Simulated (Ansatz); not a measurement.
# WCO (singlet): density functionals in def2-TZVPP

What do functionals of several rungs give for WCO (singlet)?

The runs use Ansatz 0.2.0, Gaussian basis; def2-TZVPP, all electrons in the functionals, frozen cores in the correlation of double hybrids and RPA.

The runs, in order: PBE, r2SCAN, B97M-V, PBE0, B3LYP, wB97M-V, B2PLYP, RKS PBE0, RPA-PBE.

### 1 What is computed

The geometry is a PBE0/def2-TZVP stationary point (not a proven minimum). No spin-orbit coupling is included. Elements past krypton take def2 core potentials.

3 atoms, charge 0, spin multiplicity 1.

Atoms are counted from 1 here; the program's logs count them from 0.

Bond lengths: W1–C2 1.831 Å, C2–O3 1.166 Å. Angles: W1–C2–O3 180.0°.

Coordinates:

```xyz
3
charge 0, multiplicity 1
W     0.0000    0.0000   -1.6093
C     0.0000    0.0000    0.2215
O     0.0000    0.0000    1.3878
```

No dispersion term is added; B97M-V, wB97M-V hold VV10 nonlocal correlation. B3LYP takes the VWN-RPA correlation.

### 2 PBE (unrestricted)

The input, in.yaml:

```yaml
crystal:
  periodic: [false, false, false]
  atoms:
    - {symbol: W, position_ang: [0.000000, 0.000000, -1.609297]}
    - {symbol: C, position_ang: [0.000000, 0.000000, 0.221459]}
    - {symbol: O, position_ang: [0.000000, 0.000000, 1.387838]}
basis:
  gaussian: {orbitals: def2-TZVPP}
magnetization: {spin_polarized: true, initial_magnetization: 0}
hamiltonian: {xc: {name: PBE}}
output: {orbitals: {seedname: orbitals}}
```

Command:

```
> ansatz run in.yaml --threads 2 --pin off --events-out ev --progress --plain --max-ram 16896MiB --backend cuda --devices 0, --max-vram 18GiB
```

The log of the run:

```text
Functional definition: PBE
  name "PBE"
  cite "Perdew, Burke & Ernzerhof, Phys. Rev. Lett. 77, 3865 (1996) doi:10.1103/PhysRevLett.77.3865"
  parent pbe
  parameter kappa = 0.804
  parameter beta = 0.06672455060314922
  exchange = pbe_x(kappa = kappa, mu = beta*pi^2/3)
  correlation = pbe_c(beta = beta)
666 factors; their error is unknown
mean field evaluation 1: about -4881.0505 eV, gradient 7.3e1 eV
mean field evaluation 2: about -4307.7053 eV, gradient 2.3e2 eV
mean field evaluation 4: about -4867.5111 eV, gradient 8.6e1 eV
mean field evaluation 8: about -4903.8359 eV, gradient 7.6e0 eV
mean field evaluation 16: about -4904.1220 eV, gradient 1.6e-1 eV
mean field evaluation 32: about -4904.6607 eV, gradient 1.0e-2 eV
mean field evaluation 64: about -4902.1657 eV, gradient 1.8e-3 eV
mean field evaluation 96: about -4903.6377 eV, gradient 1.3e1 eV
mean field evaluation 128: about -4904.4994 eV, gradient 6.1e-7 eV
mean field evaluation 160: about -4904.5132 eV, gradient 1.2e-1 eV
mean field evaluation 192: about -4904.4841 eV, gradient 1.2e0 eV
mean field evaluation 224: about -4904.1826 eV, gradient 9.5e-1 eV
mean field -4904.66072158 eV, -180.2429570198 hartree, gradient 2.9e-6 eV, S^2 1.393119; 16 other end points of the search recorded, 0 dependent functions left out
reference -4904.66075379 eV, -180.2429582033 hartree; 14, 14 occupied and 104, 104 virtual orbitals, 666 factors
Total energy: -4904.66075379 eV, -180.2429582033 hartree
```

Run time: 21 s. Hardware: 1 × H100 (card shared with other runs) with 2 threads of AMD EPYC 7R13, shared host; peak host memory 0.83 GiB.

From the report: ⟨S²⟩ of the determinant 1.393 (pure singlet: 0.00). The determinant is far from a pure spin state, so its energy mixes those of several spin states (harmless only where they are near-degenerate, as at dissociation).

### 3 r2SCAN (unrestricted)

Edit in.yaml of step 2 so:

```diff
@@ -9,3 +9,2 @@
 magnetization: {spin_polarized: true, initial_magnetization: 0}
-hamiltonian: {xc: {name: PBE}}
-output: {orbitals: {seedname: orbitals}}
+hamiltonian: {xc: {name: r2SCAN}}
```

The command is unchanged.

The log of the run:

```text
Functional definition: r2SCAN
  name "r2SCAN"
  cite "Furness, Kaplan, Ning, Perdew & Sun, J. Phys. Chem. Lett. 11, 8208 (2020) doi:10.1021/acs.jpclett.0c02405"
  cite "Furness, Kaplan, Ning, Perdew & Sun, J. Phys. Chem. Lett. 11, 9248 (2020) doi:10.1021/acs.jpclett.0c03077"
  parent r2scan
  parameter k0 = 0.174
  parameter k1 = 0.065
  parameter a1 = 4.9479
  exchange = r2scan_x(k0 = k0, k1 = k1, a1 = a1)
  correlation = r2scan_c
666 factors; their error is unknown
mean field evaluation 1: about -4884.9035 eV, gradient 6.7e1 eV
mean field evaluation 2: about -4338.0794 eV, gradient 2.3e2 eV
mean field evaluation 4: about -4856.8460 eV, gradient 9.5e1 eV
mean field evaluation 8: about -4905.0716 eV, gradient 4.7e-1 eV
mean field evaluation 16: about -4905.0721 eV, gradient 2.9e-3 eV
mean field evaluation 32: about -4906.2188 eV, gradient 2.3e-2 eV
mean field evaluation 64: about -4905.1666 eV, gradient 1.1e1 eV
mean field evaluation 96: about -4904.8379 eV, gradient 1.4e1 eV
mean field evaluation 128: about -4905.6192 eV, gradient 6.5e0 eV
mean field evaluation 160: about -4906.1842 eV, gradient 1.7e0 eV
mean field evaluation 192: about -4905.8891 eV, gradient 4.4e0 eV
mean field -4906.21879429 eV, -180.3002151356 hartree, gradient 2.6e-6 eV, S^2 1.620324; 16 other end points of the search recorded, 0 dependent functions left out
reference -4906.21881003 eV, -180.3002157139 hartree; 14, 14 occupied and 104, 104 virtual orbitals, 666 factors
Total energy: -4906.21881003 eV, -180.3002157139 hartree
```

Run time: 12 s. Hardware: 1 × H100 (card shared with other runs) with 2 threads of AMD EPYC 7R13, shared host; peak host memory 0.87 GiB.

From the report: ⟨S²⟩ of the determinant 1.620 (pure singlet: 0.00). The determinant is far from a pure spin state, so its energy mixes those of several spin states (harmless only where they are near-degenerate, as at dissociation).

### 4 B97M-V (unrestricted)

Edit in.yaml of step 3 so:

```diff
@@ -9,2 +9,2 @@
 magnetization: {spin_polarized: true, initial_magnetization: 0}
-hamiltonian: {xc: {name: r2SCAN}}
+hamiltonian: {xc: {name: B97M-V}}
```

The command is unchanged.

The log of the run:

```text
Functional definition: B97M-V
  name "B97M-V"
  cite "Mardirossian & Head-Gordon, J. Chem. Phys. 142, 074111 (2015) doi:10.1063/1.4907719"
  cite "Becke, J. Chem. Phys. 107, 8554 (1997) doi:10.1063/1.475007"
  cite "Vydrov & Van Voorhis, J. Chem. Phys. 133, 244103 (2010) doi:10.1063/1.3521275"
  # Of w^i u^j: cxij and so on, Table III.
  parameter cx00 = 1.000
  parameter cx01 = 1.308
  parameter cx02 = 1.901
  parameter cx10 = 0.416
  parameter cx11 = 3.070
  parameter css00 = 1.000
  parameter css02 = -1.855
  parameter css10 = -5.668
  parameter css32 = -20.497
  parameter css42 = -20.364
  parameter cos00 = 1.000
  parameter cos01 = 1.573
  parameter cos03 = -6.298
  parameter cos10 = 2.535
  parameter cos32 = -6.427
  parameter b = 6.0
  parameter c = 0.01
  gx(w, u) = cx00 + cx01*u + cx02*u^2 + (cx10 + cx11*u)*w
  gss(w, u) = css00 + css02*u^2 + css10*w + (css32*w^3 + css42*w^4)*u^2
  gos(w, u) = cos00 + cos01*u + cos03*u^3 + cos10*w + cos32*w^3*u^2
  exchange = spin_sum(e_x_unif_s*gx(b97_w, b97_u_x))
  correlation = spin_sum(e_c_pw_mod_same_spin*gss(b97_w, b97_u_same))
      + integral(e_c_pw_mod_opposite_spin*gos(b97_w_opposite, b97_u_opposite)) + vv10(b, c)
666 factors; their error is unknown
mean field evaluation 1: about -4882.6406 eV, gradient 6.9e1 eV
mean field evaluation 2: about -4328.5777 eV, gradient 2.2e2 eV
mean field evaluation 4: about -4870.1705 eV, gradient 8.3e1 eV
mean field evaluation 8: about -4905.0523 eV, gradient 2.6e0 eV
mean field evaluation 16: about -4905.0887 eV, gradient 4.2e-3 eV
mean field evaluation 32: about -4905.7089 eV, gradient 2.4e-1 eV
mean field evaluation 64: about -4905.4553 eV, gradient 6.1e-4 eV
mean field evaluation 96: about -4904.4849 eV, gradient 1.3e1 eV
mean field evaluation 128: about -4905.4138 eV, gradient 1.4e-1 eV
mean field evaluation 160: about -4905.4992 eV, gradient 6.8e-1 eV
mean field evaluation 192: about -4905.1438 eV, gradient 9.1e-1 eV
mean field evaluation 224: about -4905.2737 eV, gradient 1.7e0 eV
mean field -4905.70948706 eV, -180.2814984402 hartree, gradient 1.0e-5 eV, S^2 1.425477; 20 other end points of the search recorded, 0 dependent functions left out
reference -4905.70953459 eV, -180.2815001868 hartree; 14, 14 occupied and 104, 104 virtual orbitals, 666 factors
Total energy: -4905.70953459 eV, -180.2815001868 hartree
```

Wall time 29 s (1 × H100 (card shared with other runs) with 2 threads of AMD EPYC 7R13, shared host); peak host memory 0.94 GiB.

From the report: ⟨S²⟩ of the determinant 1.425 (pure singlet: 0.00). The determinant is far from a pure spin state, so its energy mixes those of several spin states (harmless only where they are near-degenerate, as at dissociation).

### 5 PBE0 (unrestricted)

Edit in.yaml of step 4 so:

```diff
@@ -9,2 +9,3 @@
 magnetization: {spin_polarized: true, initial_magnetization: 0}
-hamiltonian: {xc: {name: B97M-V}}
+hamiltonian: {xc: {name: PBE0}}
+output: {orbitals: {seedname: orbitals}}
```

Launched as before.

The log of the run:

```text
Functional definition: PBE0
  name "PBE0"
  cite "Adamo & Barone, J. Chem. Phys. 110, 6158 (1999) doi:10.1063/1.478522"
  cite "Perdew, Burke & Ernzerhof, Phys. Rev. Lett. 77, 3865 (1996) doi:10.1103/PhysRevLett.77.3865"
  parent pbe
  parameter a = 0.25
  parameter kappa = 0.804
  parameter beta = 0.06672455060314922
  exchange = (1 - a)*pbe_x(kappa = kappa, mu = beta*pi^2/3) + a*exact_x
  correlation = pbe_c(beta = beta)
731 factors; their error is unknown
mean field evaluation 1: about -4885.1975 eV, gradient 6.2e1 eV
mean field evaluation 2: about -4421.2745 eV, gradient 2.2e2 eV
mean field evaluation 4: about -4898.8225 eV, gradient 3.2e1 eV
mean field evaluation 8: about -4902.3559 eV, gradient 1.4e-1 eV
mean field evaluation 16: about -4902.3741 eV, gradient 3.1e-4 eV
mean field evaluation 32: about -4902.8901 eV, gradient 2.2e0 eV
mean field evaluation 64: about -4885.1975 eV, gradient 6.2e1 eV
mean field evaluation 96: about -4902.5551 eV, gradient 3.6e0 eV
mean field -4902.94394951 eV, -180.1798668096 hartree, gradient 3.1e-6 eV, S^2 1.425606; 13 other end points of the search recorded, 0 dependent functions left out
reference -4902.94397357 eV, -180.1798676938 hartree; 14, 14 occupied and 104, 104 virtual orbitals, 731 factors
Total energy: -4902.94397357 eV, -180.1798676938 hartree
```

It took 6 s on 1 × H100 (card shared with other runs) with 2 threads of AMD EPYC 7R13, shared host; peak host memory 0.88 GiB.

From the report: ⟨S²⟩ of the determinant 1.426 (pure singlet: 0.00). The determinant is far from a pure spin state, so its energy mixes those of several spin states (harmless only where they are near-degenerate, as at dissociation).

### 6 B3LYP (unrestricted)

Edit in.yaml of step 5 so:

```diff
@@ -9,3 +9,2 @@
 magnetization: {spin_polarized: true, initial_magnetization: 0}
-hamiltonian: {xc: {name: PBE0}}
-output: {orbitals: {seedname: orbitals}}
+hamiltonian: {xc: {name: B3LYP}}
```

Launched as before.

The log of the run:

```text
Functional definition: B3LYP
  name "B3LYP"
  cite "Stephens, Devlin, Chabalowski & Frisch, J. Phys. Chem. 98, 11623 (1994) doi:10.1021/j100096a001"
  cite "Becke, Phys. Rev. A 38, 3098 (1988) doi:10.1103/PhysRevA.38.3098"
  cite "Lee, Yang & Parr, Phys. Rev. B 37, 785 (1988) doi:10.1103/PhysRevB.37.785"
  cite "Vosko, Wilk & Nusair, Can. J. Phys. 58, 1200 (1980) doi:10.1139/p80-159"
  parameter a0 = 0.2
  parameter ax = 0.72
  parameter ac = 0.81
  exchange = (1 - a0 - ax)*slater_x + ax*b88_x + a0*exact_x
  correlation = (1 - ac)*vwn_rpa_c + ac*lyp_c
711 factors; their error is unknown
mean field evaluation 1: about -4887.2556 eV, gradient 6.7e1 eV
mean field evaluation 2: about -4399.8707 eV, gradient 2.2e2 eV
mean field evaluation 4: about -4903.1670 eV, gradient 3.3e1 eV
mean field evaluation 8: about -4906.9792 eV, gradient 1.7e-1 eV
mean field evaluation 16: about -4906.9934 eV, gradient 2.5e-4 eV
mean field evaluation 32: about -4907.2702 eV, gradient 1.4e0 eV
mean field evaluation 64: about -4907.3799 eV, gradient 2.6e-1 eV
mean field evaluation 96: about -4907.3753 eV, gradient 4.2e-1 eV
mean field -4907.39533916 eV, -180.3434523619 hartree, gradient 2.9e-6 eV, S^2 1.308829; 13 other end points of the search recorded, 0 dependent functions left out
reference -4907.39552771 eV, -180.3434592913 hartree; 14, 14 occupied and 104, 104 virtual orbitals, 711 factors
Total energy: -4907.39552771 eV, -180.3434592913 hartree
```

Wall time 4.4 s (1 × H100 (card shared with other runs) with 2 threads of AMD EPYC 7R13, shared host); peak host memory 0.84 GiB.

From the report: ⟨S²⟩ of the determinant 1.309 (pure singlet: 0.00). The determinant is far from a pure spin state, so its energy mixes those of several spin states (harmless only where they are near-degenerate, as at dissociation).

### 7 wB97M-V (unrestricted)

Edit in.yaml of step 6 so:

```diff
@@ -9,2 +9,3 @@
 magnetization: {spin_polarized: true, initial_magnetization: 0}
-hamiltonian: {xc: {name: B3LYP}}
+hamiltonian: {xc: {name: wB97M-V}}
+output: {orbitals: {seedname: orbitals}}
```

Same command.

The log of the run:

```text
Functional definition: wB97M-V
  name "wB97M-V"
  cite "Mardirossian & Head-Gordon, J. Chem. Phys. 144, 214110 (2016) doi:10.1063/1.4952647"
  cite "Becke, J. Chem. Phys. 107, 8554 (1997) doi:10.1063/1.475007"
  cite "Vydrov & Van Voorhis, J. Chem. Phys. 133, 244103 (2010) doi:10.1063/1.3521275"
  # Of w^i u^j: cxij and so on, Table III.
  parameter omega = 0.3/bohr
  parameter cx = 0.15
  parameter cx01 = 1.007
  parameter cx10 = 0.259
  parameter css00 = 0.443
  parameter css04 = -1.437
  parameter css10 = -4.535
  parameter css20 = -3.390
  parameter css43 = 4.278
  parameter cos00 = 1.000
  parameter cos10 = 1.358
  parameter cos20 = 2.924
  parameter cos21 = -8.812
  parameter cos60 = -1.390
  parameter cos61 = 9.142
  parameter b = 6.0
  parameter c = 0.01
  gx(w, u) = 1 - cx + cx01*u + cx10*w
  gss(w, u) = css00 + css04*u^4 + css10*w + css20*w^2 + css43*w^4*u^3
  gos(w, u) = cos00 + cos10*w + (cos20 + cos21*u)*w^2 + (cos60 + cos61*u)*w^6
  exchange = spin_sum(e_x_unif_sr(omega)*gx(b97_w, b97_u_x)) + cx*exact_x_sr(omega) + exact_x_lr(omega)
  correlation = spin_sum(e_c_pw_mod_same_spin*gss(b97_w, b97_u_same))
      + integral(e_c_pw_mod_opposite_spin*gos(b97_w_opposite, b97_u_opposite)) + vv10(b, c)
671 factors; their error is unknown
142 factors; integrals over basis functions are off by at most 3.1e-5 eV
mean field evaluation 1: about -4890.3406 eV, gradient 5.3e1 eV
mean field evaluation 2: about -4585.0890 eV, gradient 2.3e2 eV
mean field evaluation 4: about -4901.9836 eV, gradient 1.6e1 eV
mean field evaluation 8: about -4902.9236 eV, gradient 9.7e-2 eV
mean field evaluation 16: about -4902.9340 eV, gradient 3.5e-4 eV
mean field evaluation 32: about -4903.0767 eV, gradient 1.6e0 eV
mean field evaluation 64: about -4903.1633 eV, gradient 2.3e-1 eV
mean field evaluation 96: about -4902.9393 eV, gradient 3.0e0 eV
mean field -4903.17789518 eV, -180.1884641545 hartree, gradient 6.5e-6 eV, S^2 1.076933; 13 other end points of the search recorded, 0 dependent functions left out
reference -4903.17793328 eV, -180.1884655546 hartree; 14, 14 occupied and 104, 104 virtual orbitals, 671 factors
Total energy: -4903.17793328 eV, -180.1884655546 hartree
```

It took 24 s on 1 × H100 (card shared with other runs) with 2 threads of AMD EPYC 7R13, shared host; peak host memory 0.97 GiB.

From the report: ⟨S²⟩ of the determinant 1.077 (pure singlet: 0.00). The determinant is far from a pure spin state, so its energy mixes those of several spin states (harmless only where they are near-degenerate, as at dissociation).

### 8 B2PLYP (unrestricted)

Edit in.yaml of step 7 so:

```diff
@@ -9,3 +9,3 @@
 magnetization: {spin_polarized: true, initial_magnetization: 0}
-hamiltonian: {xc: {name: wB97M-V}}
-output: {orbitals: {seedname: orbitals}}
+hamiltonian: {xc: {name: B2PLYP}}
+correlation: {electrons: outside_noble_gas}
```

Launched as before.

The log of the run:

```text
Functional definition: B2PLYP
  name "B2PLYP"
  cite "Grimme, J. Chem. Phys. 124, 034108 (2006) doi:10.1063/1.2148954"
  cite "Becke, Phys. Rev. A 38, 3098 (1988) doi:10.1103/PhysRevA.38.3098"
  cite "Lee, Yang & Parr, Phys. Rev. B 37, 785 (1988) doi:10.1103/PhysRevB.37.785"
  parameter a = 0.53
  parameter c = 0.27
  exchange = (1 - a)*b88_x + a*exact_x
  correlation = (1 - c)*lyp_c + c*(mp2_os + mp2_ss)
777 factors; integrals over basis functions are off by at most 1.3e-3 eV
mean field evaluation 1: about -4879.3522 eV, gradient 5.5e1 eV
mean field evaluation 2: about -4879.5301 eV, gradient 5.5e1 eV
mean field evaluation 4: about -4892.1571 eV, gradient 1.8e1 eV
mean field evaluation 8: about -4893.7033 eV, gradient 2.6e-1 eV
mean field evaluation 16: about -4893.7172 eV, gradient 6.1e-3 eV
mean field evaluation 32: about -4893.8084 eV, gradient 9.0e-1 eV
mean field evaluation 64: about -4894.1988 eV, gradient 1.4e0 eV
mean field evaluation 96: about -4892.9473 eV, gradient 9.6e0 eV
mean field evaluation 128: about -4894.1748 eV, gradient 6.8e-1 eV
mean field evaluation 160: about -4894.2409 eV, gradient 7.1e-2 eV
mean field evaluation 192: about -4834.6587 eV, gradient 6.6e1 eV
mean field -4894.24159516 eV, -179.8600611860 hartree, gradient 3.0e-6 eV, S^2 1.454587; 14 other end points of the search recorded, 0 dependent functions left out
6 core orbitals not correlated: weight in the atoms' cores, before any rotation towards them, 0.997 or more for the frozen orbitals, at most 0.002 for the correlated occupied ones
reference -4894.24171404 eV, -179.8600655549 hartree; 8, 8 occupied and 104, 104 virtual orbitals, 777 factors
second order -18.80126960 eV of doubles, -0.00000000 eV of singles
Total energy: -4899.31805684 eV, -180.0466177117 hartree
```

It took 17 s on 1 × H100 (card shared with other runs) with 2 threads of AMD EPYC 7R13, shared host; peak host memory 0.83 GiB.

From the report: ⟨S²⟩ of the determinant 1.455 (pure singlet: 0.00). The determinant is far from a pure spin state, so its energy mixes those of several spin states (harmless only where they are near-degenerate, as at dissociation).

### 9 PBE0 (restricted)

Edit in.yaml of step 8 so:

```diff
@@ -8,4 +8,2 @@
   gaussian: {orbitals: def2-TZVPP}
-magnetization: {spin_polarized: true, initial_magnetization: 0}
-hamiltonian: {xc: {name: B2PLYP}}
-correlation: {electrons: outside_noble_gas}
+hamiltonian: {xc: {name: PBE0}}
```

The command is unchanged.

The log of the run:

```text
Functional definition: PBE0
  name "PBE0"
  cite "Adamo & Barone, J. Chem. Phys. 110, 6158 (1999) doi:10.1063/1.478522"
  cite "Perdew, Burke & Ernzerhof, Phys. Rev. Lett. 77, 3865 (1996) doi:10.1103/PhysRevLett.77.3865"
  parent pbe
  parameter a = 0.25
  parameter kappa = 0.804
  parameter beta = 0.06672455060314922
  exchange = (1 - a)*pbe_x(kappa = kappa, mu = beta*pi^2/3) + a*exact_x
  correlation = pbe_c(beta = beta)
731 factors; their error is unknown
mean field evaluation 1: about -4885.1975 eV, gradient 8.8e1 eV
mean field evaluation 2: about -4421.2745 eV, gradient 3.1e2 eV
mean field evaluation 4: about -4898.8225 eV, gradient 4.5e1 eV
mean field evaluation 8: about -4902.3559 eV, gradient 1.9e-1 eV
mean field evaluation 16: about -4902.3741 eV, gradient 5.2e-5 eV
mean field evaluation 32: about -4901.3837 eV, gradient 1.4e1 eV
mean field -4902.37411847 eV, -180.1589259054 hartree, gradient 9.3e-6 eV, S^2 0.000000; 1 other end points of the search recorded, 0 dependent functions left out
reference -4902.37414255 eV, -180.1589267902 hartree; 14, 14 occupied and 104, 104 virtual orbitals, 731 factors
Total energy: -4902.37414255 eV, -180.1589267902 hartree
```

Wall time 1.7 s (1 × H100 (card shared with other runs) with 2 threads of AMD EPYC 7R13, shared host); peak host memory 0.81 GiB.

### 10 RPA-PBE

Edit in.yaml of step 9 so:

```diff
@@ -8,2 +8,4 @@
   gaussian: {orbitals: def2-TZVPP}
-hamiltonian: {xc: {name: PBE0}}
+magnetization: {spin_polarized: true, initial_magnetization: 0}
+hamiltonian: {xc: {name: PBE}}
+correlation: {method: rpa, electrons: outside_noble_gas}
```

The command is unchanged.

The log of the run:

```text
Functional definition: PBE
  name "PBE"
  cite "Perdew, Burke & Ernzerhof, Phys. Rev. Lett. 77, 3865 (1996) doi:10.1103/PhysRevLett.77.3865"
  parent pbe
  parameter kappa = 0.804
  parameter beta = 0.06672455060314922
  exchange = pbe_x(kappa = kappa, mu = beta*pi^2/3)
  correlation = pbe_c(beta = beta)
777 factors; integrals over basis functions are off by at most 1.3e-3 eV
mean field evaluation 1: about -4881.0441 eV, gradient 7.3e1 eV
mean field evaluation 2: about -4881.0432 eV, gradient 7.3e1 eV
mean field evaluation 4: about -4892.9005 eV, gradient 4.5e1 eV
mean field evaluation 8: about -4903.5400 eV, gradient 9.7e0 eV
mean field evaluation 16: about -4904.1169 eV, gradient 2.7e-1 eV
mean field evaluation 32: about -4904.6506 eV, gradient 5.0e-1 eV
mean field evaluation 64: about -4902.1172 eV, gradient 1.6e0 eV
mean field evaluation 96: about -4904.4992 eV, gradient 8.3e-2 eV
mean field evaluation 128: about -4904.2698 eV, gradient 3.6e-2 eV
mean field evaluation 160: about -4904.4992 eV, gradient 9.9e-2 eV
mean field evaluation 192: about -4904.5637 eV, gradient 9.3e-1 eV
mean field evaluation 224: about -4904.2920 eV, gradient 4.1e-1 eV
mean field evaluation 256: about -4904.4384 eV, gradient 1.2e0 eV
mean field evaluation 288: about -4904.6591 eV, gradient 9.6e-2 eV
mean field evaluation 320: about -4904.4018 eV, gradient 7.9e-2 eV
mean field evaluation 352: about -4904.1385 eV, gradient 1.8e0 eV
mean field -4904.66070994 eV, -180.2429565920 hartree, gradient 1.7e-7 eV, S^2 1.393109; 21 other end points of the search recorded, 0 dependent functions left out
6 core orbitals not correlated: weight in the atoms' cores, before any rotation towards them, 0.998 or more for the frozen orbitals, at most 0.001 for the correlated occupied ones
reference -4870.53304788 eV, -178.9887881436 hartree; 8, 8 occupied and 104, 104 virtual orbitals, 777 factors
Total energy: -4893.58871136 eV, -179.8360681488 hartree
```

Wall time 13 s (1 × H100 (card shared with other runs) with 2 threads of AMD EPYC 7R13, shared host); peak host memory 0.9 GiB.

From the report: ⟨S²⟩ of the determinant 1.393 (pure singlet: 0.00). The determinant is far from a pure spin state, so its energy mixes those of several spin states (harmless only where they are near-degenerate, as at dissociation).

### 11 Side by side

| functional | energy (eV) | ⟨S²⟩ | time |
| --- | --- | --- | --- |
| PBE | -4904.6608 | 1.393 | 21 s |
| r2SCAN | -4906.2188 | 1.620 | 12 s |
| B97M-V | -4905.7095 | 1.425 | 29 s |
| PBE0 | -4902.9440 | 1.426 | 6 s |
| B3LYP | -4907.3955 | 1.309 | 4.4 s |
| wB97M-V | -4903.1779 | 1.077 | 24 s |
| B2PLYP | -4899.3181 | 1.455 | 17 s |
| RKS PBE0 | -4902.3741 | 0.000 | 1.7 s |
| RPA-PBE | -4893.5887 | 1.393 | 13 s |

Orbital levels of the runs that wrote orbitals: PBE HOMO -4.80, LUMO -4.23 eV; PBE0 HOMO -5.77, LUMO -2.89 eV; wB97M-V HOMO -8.00, LUMO -0.74 eV.

### 12 Results

| quantity | value |
| --- | --- |
| spread of total energies | 13.8 eV |
| quickest, slowest | RKS PBE0 1.7 s, B97M-V 29 s |

What this shows: Total energies of different functionals can't be ranked; only differences within one functional count.
